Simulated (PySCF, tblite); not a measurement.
# C₆H₈F₃P: geometry, infrared bands and NMR shifts

What infrared bands and NMR shifts should C₆H₈F₃P (`CC=P1(C(F)=C(F)F)CC1`) show?

Programs: tblite 0.8.0 and PySCF 2.14.0, with density-fitted response routines of our own. Each step states its level of theory. These are calculated values for one molecule in the gas phase, unless marked as measured. Atoms count from 0, in the outputs and in this text.

### 1 The starting structure

18 atoms, charge 0, multiplicity 1; geometry from: force field or distance geometry start.

Bonds of the start (Å): C0–C1 1.48, C1–P2 1.77, P2–C3 1.73, C3–F4 1.37, C3–C5 1.33, C5–F6 1.35, C5–F7 1.36, P2–C8 2.28, C8–C9 1.45, C9–P2 1.73, C0–H10 1.10, C0–H11 1.09, C0–H12 1.08, C1–H13 1.11, C8–H14 1.08, C8–H15 1.09, C9–H16 1.10, C9–H17 1.09.

### 2 Geometry optimisation with GFN2-xTB

The job: settings as JSON, then the geometry in Å.

```
{"job": {"kind": "relax", "xc": "GFN2-xTB", "basis": "xTB"}, "charge": 0, "multiplicity": 1}
C     -1.726800    -2.067400    -0.254900
C     -0.687100    -1.240300     0.394100
P      0.283700    -0.094900    -0.534300
C      1.707400     0.230000     0.387300
F      1.653800     0.137400     1.753000
C      2.869500     0.523100    -0.180500
F      2.965300     0.603200    -1.526100
F      3.972500     0.752400     0.586400
C     -0.785100     1.596400     0.551500
C     -0.619800     1.344800    -0.865100
H     -2.700400    -1.852900     0.216200
H     -1.504500    -3.125600    -0.113600
H     -1.792100    -1.832200    -1.309700
H     -0.511100    -1.376900     1.481200
H      0.021000     2.029200     1.128600
H     -1.525600     1.036900     1.126000
H     -0.084500     2.132200    -1.417400
H     -1.545200     1.210700    -1.434200
```

On the command line:

```sh
> OMP_NUM_THREADS=1 python probes_run.py task.json out
```

The driver reads the jobs from task.json and runs them one after another.

**Question.** This job is followed by: GFN2-xTB harmonic vibrations, gas phase; GIAO PBE0/pcSseg-1 NMR shielding, non-relativistic, gas phase. Predict these results of the whole session: strongest single infrared mode (GFN2-xTB); zero-point energy (GFN2-xTB); 13C shifts against TMS (PBE0/pcSseg-1); 1H shifts against TMS (PBE0/pcSseg-1); 31P shifts against H3PO4 (PBE0/pcSseg-1); 19F shifts against CFCl3 (PBE0/pcSseg-1); surface potential, 1st and 99th percentile.

The runs gave:

```
                                 quantity                                               value
strongest single infrared mode (GFN2-xTB)                               1712 cm⁻¹, 246 km/mol
             zero-point energy (GFN2-xTB)                                       76.6 kcal/mol
   13C shifts against TMS (PBE0/pcSseg-1)         192.3, 169.9, 145.1, 135.3, 132.2, 24.9 ppm
    1H shifts against TMS (PBE0/pcSseg-1)  9.00, 5.87, 5.81, 5.63, 5.50, 2.72, 2.51, 2.49 ppm
 31P shifts against H3PO4 (PBE0/pcSseg-1)                                           221.4 ppm
 19F shifts against CFCl3 (PBE0/pcSseg-1)                           -90.4, -118.3, -187.3 ppm
    surface potential, 1st and 99th percentile                                  -0.58 V and 0.87 V
```

Relaxing lowered the energy by 2.558 eV in 116 steps; the close pair that moved most is P2–C9, from 1.732 to 3.208 Å. All 48 modes are real, so the xTB geometry is a minimum. The strongest single mode, at 1712 cm⁻¹, moves mainly C5 and C3. GFN2-xTB is a fitted tight-binding method: band positions and strengths are rough. Its intensities can rank the bands wrongly. The structure rearranged or came apart on optimisation; the results belong to the end geometry, not to the formula as drawn. Shifts at one fixed geometry are not the observed spectrum, which averages over the motion. At PBE0/pcSseg-1: The widest tensor belongs to P2: span 690 ppm, with a paramagnetic part of -874 ppm. By nearest atom (PBE0/pcSseg-1), the HOMO sits on C1 28 %; P2 21 % and the LUMO on P2 33 %; C1 30 %.
